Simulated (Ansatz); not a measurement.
# C₃H₇GaSi: a ladder of functionals and wavefunction methods

One table from this session's results is given with a row withheld; the runs are named, their logs left out.

The runs use Ansatz 0.2.0, Gaussian basis; functionals in def2-TZVPP, the program's frozen cores in correlated methods.

Plan: PBE-D4, r2SCAN-D4, PBE0-D4, B3LYP-D4, ωB97X-V, ωB97M-V, B2PLYP; CCSD(T)/def2-TZVPP; MP2/def2-QZVPP; extrapolation to the limit.

## The relaxed structure

The geometry comes from an earlier relaxation with PBE0-D4 in a triple-zeta def2 set; it is a stationary point, not always the lowest conformer.

SMILES `[SiH3]C1=[CH][GaH][CH2]1`, 12 atoms, charge 0, spin multiplicity 1.

Atoms are counted from 1 here; the program's logs count them from 0.

Bond lengths: Si1–C2 1.874 Å, Si1–H6 1.489 Å, Si1–H7 1.489 Å, Si1–H8 1.487 Å, C2–C3 1.352 Å, C2–C5 1.525 Å, C3–Ga4 1.962 Å, C3–H9 1.086 Å, Ga4–C5 2.014 Å, Ga4–H10 1.565 Å, C5–H11 1.093 Å, C5–H12 1.093 Å. Angles: C2–Si1–H6 109.9°, C2–Si1–H7 109.9°, C2–Si1–H8 110.8°, H6–Si1–H7 107.6°, H6–Si1–H8 109.2°, H7–Si1–H8 109.2°, Si1–C2–C3 125.6°, Si1–C2–C5 122.5°, C3–C2–C5 111.9°, C2–C3–Ga4 90.5°, C2–C3–H9 124.2°, Ga4–C3–H9 145.3°, C3–Ga4–C5 73.8°, C3–Ga4–H10 142.8°, C5–Ga4–H10 143.4°, C2–C5–Ga4 83.8°, C2–C5–H11 113.7°, C2–C5–H12 113.6° and more.

Set-up of the first run:

The input, in.yaml:

```yaml
crystal:
  periodic: [false, false, false]
  atoms:
    - {symbol: Si, position_ang: [-1.800173, -0.276867, 0.634771]}
    - {symbol: C, position_ang: [-0.020016, 0.060594, 0.157902]}
    - {symbol: C, position_ang: [0.892427, 0.699934, 0.923642]}
    - {symbol: Ga, position_ang: [2.249496, 0.472937, -0.474441]}
    - {symbol: C, position_ang: [0.565382, -0.375522, -1.181252]}
    - {symbol: H, position_ang: [-2.718802, 0.356745, -0.351214]}
    - {symbol: H, position_ang: [-2.060965, -1.742881, 0.616457]}
    - {symbol: H, position_ang: [-2.094139, 0.256256, 1.991380]}
    - {symbol: H, position_ang: [0.688837, 1.095046, 1.914626]}
    - {symbol: H, position_ang: [3.746058, 0.772494, -0.820159]}
    - {symbol: H, position_ang: [0.553263, -1.458265, -1.333686]}
    - {symbol: H, position_ang: [0.075630, 0.084329, -2.044026]}
basis:
  gaussian: {orbitals: def2-TZVPP}
hamiltonian: {xc: pbe, dispersion: d4}
output: {forces: true, orbitals: {seedname: orbitals}}
```

The run is started by

```bash
ansatz run in.yaml --threads 4 --pin off --events-out ev --progress --plain --max-ram 10444MiB
```

Steps of the session up to this table: PBE-D4 (GGA); r2SCAN-D4 (meta-GGA); PBE0-D4 (hybrid); B3LYP-D4 (hybrid); ωB97X-V (range-separated); ωB97M-V (range-separated); B2PLYP (double hybrid); CCSD(T) in def2-TZVPP; MP2 in def2-QZVPP.

One table of the session follows, with a row left open; its other results are not shown here.

| method | atomisation energy (eV) |
| --- | --- |
| PBE-D4 | 44.626 |
| r2SCAN-D4 | 44.156 |
| PBE0-D4 | 44.136 |
| B3LYP-D4 | ? |
| ωB97X-V | 44.148 |
| ωB97M-V | 43.998 |
| B2PLYP | 43.437 |
| HF/def2-TZVPP | 32.526 |
| MP2/def2-TZVPP | 43.650 |
| CCSD/def2-TZVPP | 42.403 |
| CCSD(T)/def2-TZVPP | 43.089 |
| MP2/CBS | 44.599 |
| CCSD(T)/CBS | 44.038 |

Q: Estimate the row for B3LYP-D4 from the others.

As computed: atomisation energy (eV): 43.805. In the column «atomisation energy (eV)» it lies between MP2/def2-TZVPP (43.650) and ωB97M-V (43.998).
